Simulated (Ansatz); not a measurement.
# WS2 (Tungstenite): the cost of one run

Program: Ansatz 0.2.0, driven from Python. The levels of theory stand in the script. These are calculated values, not measurements.

The COD entry's cell or inner coordinates are ideal or old and differ from later refinements, so a difference from it is no clean test against experiment.

## 1. The structure

Symmetry: P6_3/mmc, No. 194, hexagonal system. Conventional cell: a = 3.180 Å, b = 3.180 Å, c = 12.500 Å, α = 90.00°, β = 90.00°, γ = 120.00°. W (site symmetry -6m2) is surrounded by 6 S at 2.41 Å. S (site symmetry 3m) has 3 W at 2.41 Å as nearest neighbours.

No structure file is read: the coordinates are typed or built in the script.

## 2. The code

The input, lattice_ws2.py:

```python
'''How the lattice of WS2 depends on the functional.'''

import warnings

import ansatz as az
import numpy as np
from pymatgen.core import Lattice, Structure
from pymatgen.io.ase import AseAtomsAdaptor

MESH = (9, 9, 2)
FORCE_TOL = 0.01

def edges_and_angles(cell):
    cell = np.asarray(cell)
    a, b, c = np.linalg.norm(cell, axis=1)
    cosines = cell[1] @ cell[2] / (b * c), cell[0] @ cell[2] / (a * c), cell[0] @ cell[1] / (a * b)
    return (a, b, c, *np.degrees(np.arccos(cosines)))

warnings.simplefilter('ignore', az.DeckWarning)

pmg_structure = Structure(
    Lattice([(3.18, 0.0, 0.0), (-1.59, 2.75396078, 0.0), (0.0, 0.0, 12.5)]),
    ['W', 'W', 'S', 'S', 'S', 'S'],
    [
        (1 / 3, 2 / 3, 0.25),
        (2 / 3, 1 / 3, 0.75),
        (1 / 3, 2 / 3, 0.625),
        (2 / 3, 1 / 3, 0.125),
        (1 / 3, 2 / 3, 0.875),
        (2 / 3, 1 / 3, 0.375),
    ],
)
system = az.Crystal.from_ase(AseAtomsAdaptor.get_atoms(pmg_structure))

setup = (
    system.calculation()
    .kpoints(*MESH)
    .occupations(az.OccupationsMethod.COLD)
    .relax(cell=True, force_tolerance=FORCE_TOL, max_steps=40)
)

levels = [('lda', 'none'), ('rpbe', 'none'), ('pbe', 'none')]
print('level            a       b       c    alpha   beta  gamma  V/atom  steps')
for name, dispersion in levels:
    seen = []
    run = setup.functional(name, dispersion=dispersion).session().plan()
    out = run.execute(on_event=lambda e: seen.append(e) if e['event'] == 'relax_step' else None)
    cell = out.lattice.cell_ang
    label = name if dispersion == 'none' else f'{name}+{dispersion}'
    print('{:13s} {:7.4f} {:7.4f} {:7.4f} {:6.2f} {:6.2f} {:6.2f}'.format(label, *edges_and_angles(cell)), f'{abs(np.linalg.det(cell)) / len(out.lattice.sites):7.3f} {len(seen):5d}')
```

## 3. The input behind the calls

The engine receives this input (first run):

```yaml
crystal:
  lattice:
    - [3.18, 0.0, 0.0]
    - [-1.59, 2.75396078, 0.0]
    - [0.0, 0.0, 12.5]
  atoms:
    - { symbol: W, position: [0.3333333333333333, 0.6666666666666666, 0.25] }
    - { symbol: W, position: [0.6666666666666666, 0.3333333333333333, 0.75] }
    - { symbol: S, position: [0.3333333333333333, 0.6666666666666666, 0.625] }
    - { symbol: S, position: [0.6666666666666666, 0.3333333333333333, 0.125] }
    - { symbol: S, position: [0.3333333333333333, 0.6666666666666666, 0.875] }
    - { symbol: S, position: [0.6666666666666666, 0.3333333333333333, 0.375] }
kpoints:
  mp_grid:
    grid: [9, 9, 2]
hamiltonian:
  xc: lda
  dispersion: none
scf:
  occupations:
    method: cold
relax:
  f_tol: 0.01
  max_steps: 40
  cell: {}
```

## 4. Launch

Launch:

```
$ python lattice_ws2.py
```

Q: Estimate wall time and peak memory on 1 thread of Arm Neoverse V1, shared host.

About 2.7 min, with a peak of 0.58 GiB.
